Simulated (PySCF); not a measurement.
# [Tm(H2O)4]2+: other functionals and bases at one geometry

Aim: see how levels, charges and forces of [Tm(H2O)4]2+ depend on the level of theory. The structure is generated, not taken from experiment.

The runs use PySCF 2.14.0; several levels, as the steps say, no spin–orbit coupling.

1 further run of the same task is left out (for a known fault of the program).

## Step 1: The system as given

13 atoms, charge 2, spin multiplicity 1.

Bond lengths: Tm1–O2 2.433 Å, Tm1–O5 2.433 Å, Tm1–O8 2.433 Å, Tm1–O11 2.433 Å, O2–H3 0.971 Å, O2–H4 0.971 Å, O5–H6 0.972 Å, O5–H7 0.972 Å, O8–H9 0.971 Å, O8–H10 0.971 Å, O11–H12 0.972 Å, O11–H13 0.972 Å. Angles: O2–Tm1–O5 110.6°, O2–Tm1–O8 107.2°, O2–Tm1–O11 110.6°, O5–Tm1–O8 110.6°, O5–Tm1–O11 107.3°, O8–Tm1–O11 110.6°, Tm1–O2–H3 128.3°, Tm1–O2–H4 127.7°, H3–O2–H4 104.0°, Tm1–O5–H6 127.7°, Tm1–O5–H7 128.3°, H6–O5–H7 104.0°, Tm1–O8–H9 127.7°, Tm1–O8–H10 128.3°, H9–O8–H10 104.0°, Tm1–O11–H12 128.3°, Tm1–O11–H13 127.7°, H12–O11–H13 104.0°.

Coordinates:

| atom | x (Å) | y (Å) | z (Å) |
| --- | --- | --- | --- |
| Tm1 | 0.0001 | 0.0000 | 0.0000 |
| O2 | 1.4431 | 1.4166 | 1.3528 |
| H3 | 2.2481 | 1.1692 | 1.8358 |
| H4 | 1.3486 | 2.3676 | 1.5260 |
| O5 | -1.4428 | -1.3529 | 1.4166 |
| H6 | -1.3472 | -1.5269 | 2.3679 |
| H7 | -2.2498 | -1.8343 | 1.1688 |
| O8 | 1.4431 | -1.4166 | -1.3528 |
| H9 | 1.3486 | -2.3676 | -1.5260 |
| H10 | 2.2481 | -1.1692 | -1.8358 |
| O11 | -1.4428 | 1.3529 | -1.4166 |
| H12 | -2.2498 | 1.8343 | -1.1688 |
| H13 | -1.3472 | 1.5269 | -2.3679 |

Formal oxidation states: Tm +2. Each metal's 13 4f electrons lie in its core potential, so multiplicities, spins and levels count the valence alone. An earlier session relaxed this geometry at PBE0, Tm lcecp-0-SVP with ECP59, O def2-SVP, H def2-SVP (singlet, point group D2).

At PBE0 on the finer grid: E = -337.228643 Eh, frontier levels not given, since the 4f levels lie in the core, Mulliken charge on Tm1 +1.21 e, largest force component 0.022 eV/Å. 

Levels to run: B3LYP; r2SCAN; PBE0, TZVP. Hardware: 2 threads of Arm Neoverse V2, shared host.

## Step 2: B3LYP

File run.py (the lines that set the calculation):

```python
mol = gto.M(atom='''
Tm     0.00010     0.00000     0.00000
O      1.44306     1.41660     1.35282
H      2.24809     1.16922     1.83582
H      1.34861     2.36756     1.52602
O     -1.44276    -1.35293     1.41659
H     -1.34723    -1.52685     2.36792
H     -2.24982    -1.83433     1.16880
O      1.44306    -1.41660    -1.35282
H      1.34861    -2.36756    -1.52602
H      2.24809    -1.16922    -1.83582
O     -1.44276     1.35293    -1.41659
H     -2.24982     1.83433    -1.16880
H     -1.34723     1.52685    -2.36792''',
    basis={'Tm': 'lcecp-0-SVP', 'O': 'def2-SVP', 'H': 'def2-SVP'},
    ecp={'Tm': 'lcecp-0-SVP'},
    charge=2, spin=0)
mf = dft.RKS(mol, xc='B3LYP')
mf.grids.atom_grid = (75, 302)  # f atoms: unpruned, at least (60, 302)
mf = mf.density_fit()  # fitting sets: Tm AutoAux, O def2-universal-JKFIT, H def2-universal-JKFIT
mf.conv_tol = 1e-08; mf.max_cycle = 55
mf.kernel(dm0)  # dm0: the density of the relaxed state
```

Run with:

```console
$ OMP_NUM_THREADS=2 python run.py
```

## Step 3: r2SCAN

run.py (the lines that set the calculation), as its differences from that of step 2:

```diff
@@ -17,3 +17,3 @@
     charge=2, spin=0)
-mf = dft.RKS(mol, xc='B3LYP')
+mf = dft.RKS(mol, xc='R2SCAN')
 mf.grids.atom_grid = (75, 302)  # f atoms: unpruned, at least (60, 302)
```

## Step 4: PBE0, TZVP

Basis: Tm lcecp-0-TZVP with ECP59, O def2-TZVP, H def2-TZVP. 

run.py (the lines that set the calculation), as its differences from that of step 3:

```diff
@@ -14,6 +14,6 @@
 H     -1.34723     1.52685    -2.36792''',
-    basis={'Tm': 'lcecp-0-SVP', 'O': 'def2-SVP', 'H': 'def2-SVP'},
-    ecp={'Tm': 'lcecp-0-SVP'},
+    basis={'Tm': 'lcecp-0-TZVP', 'O': 'def2-TZVP', 'H': 'def2-TZVP'},
+    ecp={'Tm': 'lcecp-0-TZVP'},
     charge=2, spin=0)
-mf = dft.RKS(mol, xc='R2SCAN')
+mf = dft.RKS(mol, xc='PBE0')
 mf.grids.atom_grid = (75, 302)  # f atoms: unpruned, at least (60, 302)
@@ -21,2 +21,2 @@
 mf.conv_tol = 1e-08; mf.max_cycle = 55
-mf.kernel(dm0)  # dm0: the density of the relaxed state
+mf.kernel(dm0)  # dm0: free metal ions and neutral atoms
```

Q: Predict the outcome of this session. Wanted: for each run, charge on Tm1; dipole; largest force.

**Answer**, as computed:

| level | state | charge on Tm1 (e) | dipole (D) | largest force (eV/Å) | basis functions | time |
| --- | --- | --- | --- | --- | --- | --- |
| PBE0 (relaxed here) | singlet | 1.21 | 0.00 | 0.02 | 127 | 26 s |
| B3LYP | singlet | 1.16 | 0.00 | 0.19 | 127 | 7.6 s |
| r2SCAN | singlet | 1.20 | 0.00 | 0.13 | 127 | 12 s |
| PBE0, TZVP | singlet | 1.63 | 0.00 | 0.22 | 219 | 30 s |

Times are on 2 threads of Arm Neoverse V2, shared host; the first row also made further properties. The dipole of a charged species depends on the origin, so these sizes hold for this origin alone.

The largest leftover force, 0.22 eV/Å with PBE0, TZVP, stands at a geometry relaxed at another level. The Mulliken charge on Tm spans +1.16 to +1.63 e over the levels. With 4f in the core, its levels are missing from HOMO and gap. Total energies of different levels can't be compared. Spin–orbit coupling is left out throughout.
